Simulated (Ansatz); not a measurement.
# C2H8BFSi: one species, many methods

Aim: compute C2H8BFSi with functionals from several rungs and with coupled cluster, and see how far each lands from CCSD(T) at the basis-set limit for the atomisation energy.

Program: Ansatz 0.2.0, Gaussian basis. Level of theory: functionals in def2-TZVPP, the program's frozen cores in correlated methods. These are calculated values, not measurements.

Plan: LDA (SPW92), PBE-D4, revPBE-D4, BLYP-D4, r2SCAN-D4, B97M-V, PBE0-D4, B3LYP-D4, r2SCANh-D4, r2SCAN0-D4, HSE06-D4, BHLYP-D4, CAM-B3LYP-D4, LC-ωPBE, ωB97X-V, ωB97M-V, B2PLYP, PBE-QIDH; CCSD(T)/def2-SVP; CCSD(T)/def2-TZVPP; MP2/def2-QZVPP; extrapolation to the limit; RPA on PBE.

### Step 1. The relaxed structure

An earlier PBE0-D4 in a triple-zeta def2 set relaxation fixed the geometry.

SMILES `BC(C)(F)[SiH3]`, 13 atoms, charge 0, spin multiplicity 1.

Atoms are counted from 1 here; the program's logs count them from 0.

Bond lengths: B1–C2 1.511 Å, B1–H6 1.199 Å, B1–H7 1.193 Å, C2–C3 1.512 Å, C2–F4 1.396 Å, C2–Si5 1.985 Å, C3–H8 1.093 Å, C3–H9 1.093 Å, C3–H10 1.091 Å, Si5–H11 1.482 Å, Si5–H12 1.482 Å, Si5–H13 1.487 Å. Angles: C2–B1–H6 117.3°, C2–B1–H7 121.2°, H6–B1–H7 121.0°, B1–C2–C3 124.2°, B1–C2–F4 116.1°, B1–C2–Si5 90.4°, C3–C2–F4 108.9°, C3–C2–Si5 107.7°, F4–C2–Si5 105.7°, C2–C3–H8 109.0°, C2–C3–H9 112.2°, C2–C3–H10 110.6°, H8–C3–H9 107.8°, H8–C3–H10 108.3°, H9–C3–H10 108.9°, C2–Si5–H11 109.2°, C2–Si5–H12 103.6°, C2–Si5–H13 113.2° and more.

As a file:

| atom | x (Å) | y (Å) | z (Å) |
| --- | --- | --- | --- |
| B1 | -1.06282 | 0.25421 | 1.12871 |
| C2 | -0.36541 | -0.51130 | 0.02904 |
| C3 | 0.92671 | -1.27551 | 0.21165 |
| F4 | -1.19163 | -1.22111 | -0.84468 |
| Si5 | 0.06500 | 1.18936 | -0.89879 |
| H6 | -0.37183 | 0.83880 | 1.91502 |
| H7 | -2.24716 | 0.39651 | 1.12814 |
| H8 | 0.70408 | -2.25263 | 0.64770 |
| H9 | 1.44465 | -1.44219 | -0.73647 |
| H10 | 1.59438 | -0.74244 | 0.88952 |
| H11 | 1.40579 | 1.65308 | -0.47023 |
| H12 | 0.05420 | 0.81746 | -2.33291 |
| H13 | -0.93547 | 2.26106 | -0.65208 |

### Step 2. LDA

This LDA is Slater exchange with PW92 correlation.

Input file in.yaml:

```yaml
crystal:
  periodic: [false, false, false]
  atoms:
    - {symbol: B, position_ang: [-1.062821, 0.254212, 1.128705]}
    - {symbol: C, position_ang: [-0.365410, -0.511295, 0.029038]}
    - {symbol: C, position_ang: [0.926715, -1.275515, 0.211651]}
    - {symbol: F, position_ang: [-1.191630, -1.221111, -0.844682]}
    - {symbol: Si, position_ang: [0.065001, 1.189362, -0.898788]}
    - {symbol: H, position_ang: [-0.371831, 0.838804, 1.915020]}
    - {symbol: H, position_ang: [-2.247156, 0.396509, 1.128135]}
    - {symbol: H, position_ang: [0.704082, -2.252631, 0.647698]}
    - {symbol: H, position_ang: [1.444649, -1.442187, -0.736471]}
    - {symbol: H, position_ang: [1.594383, -0.742443, 0.889516]}
    - {symbol: H, position_ang: [1.405790, 1.653081, -0.470231]}
    - {symbol: H, position_ang: [0.054202, 0.817456, -2.332907]}
    - {symbol: H, position_ang: [-0.935475, 2.261060, -0.652083]}
basis:
  gaussian: {orbitals: def2-TZVPP}
hamiltonian: {xc: lda}
output: {orbitals: {seedname: orbitals}}
```

Further steps of the session: PBE-D4 (GGA); revPBE-D4 (GGA); BLYP-D4 (GGA); r2SCAN-D4 (meta-GGA); B97M-V (meta-GGA); PBE0-D4 (hybrid); B3LYP-D4 (hybrid); r2SCANh-D4 (hybrid); r2SCAN0-D4 (hybrid); HSE06-D4 (hybrid); BHLYP-D4 (hybrid); CAM-B3LYP-D4 (range-separated); LC-ωPBE (range-separated); ωB97X-V (range-separated); ωB97M-V (range-separated); B2PLYP (double hybrid); PBE-QIDH (double hybrid); CCSD(T) in def2-SVP; CCSD(T) in def2-TZVPP; MP2 in def2-QZVPP; RPA on PBE orbitals.

**Question.** What will the summary of the whole plan be? Wanted: atomisation energy, CCSD(T)/CBS; farthest beyond LDA; mean size of error, GGA; mean size of error, meta-GGA; mean size of error, hybrid; mean size of error, range-separated; mean size of error, double hybrid; gap, smallest and largest; T1 diagnostic.

**Answer**, as computed:

| quantity | value |
| --- | --- |
| atomisation energy, CCSD(T)/CBS | 1095.3 kcal/mol |
| functionals within 5.5 kcal/mol (0.5 %) | revPBE-D4, BLYP-D4, PBE0-D4, B3LYP-D4, r2SCANh-D4, r2SCAN0-D4, HSE06-D4, LC-ωPBE, PBE-QIDH |
| farthest beyond LDA | BHLYP-D4 (-19.1 kcal/mol) |
| mean size of error, GGA | 8.1 kcal/mol |
| mean size of error, meta-GGA | 7.0 kcal/mol |
| mean size of error, hybrid | 6.6 kcal/mol |
| mean size of error, range-separated | 6.0 kcal/mol |
| mean size of error, double hybrid | 6.3 kcal/mol |
| gap, smallest and largest | 4.18 eV (LDA (SPW92)), 11.36 eV (LC-ωPBE) |
| T1 diagnostic | 0.0129 |
| triples share of the correlation energy | 3.5 % |

In words: LDA overbinds by 149.4 kcal/mol (14 %). PBE-D4 misses by +17.4 kcal/mol. Double hybrids carry the basis error of their MP2 part in triple zeta, and no dispersion term here, so their miss is partly the set-up's. Taken by rung, range-separated functionals do best (6.0 kcal/mol on average) and GGA ones worst beyond LDA (8.1 kcal/mol). The gap between the best rungs is small, so their order is not settled. Misses under about 5.5 kcal/mol are within the doubt on the reference itself, which lacks core-valence correlation, relativity and higher excitations. Hartree-Fock recovers 76 % of the binding; the rest is correlation. CCSD(T) in def2-SVP is off by -50.8 kcal/mol, so the small basis spoils what the method gains. The gap grows from 4.2 to 11.4 eV across the functionals, mostly with the share of exact exchange.
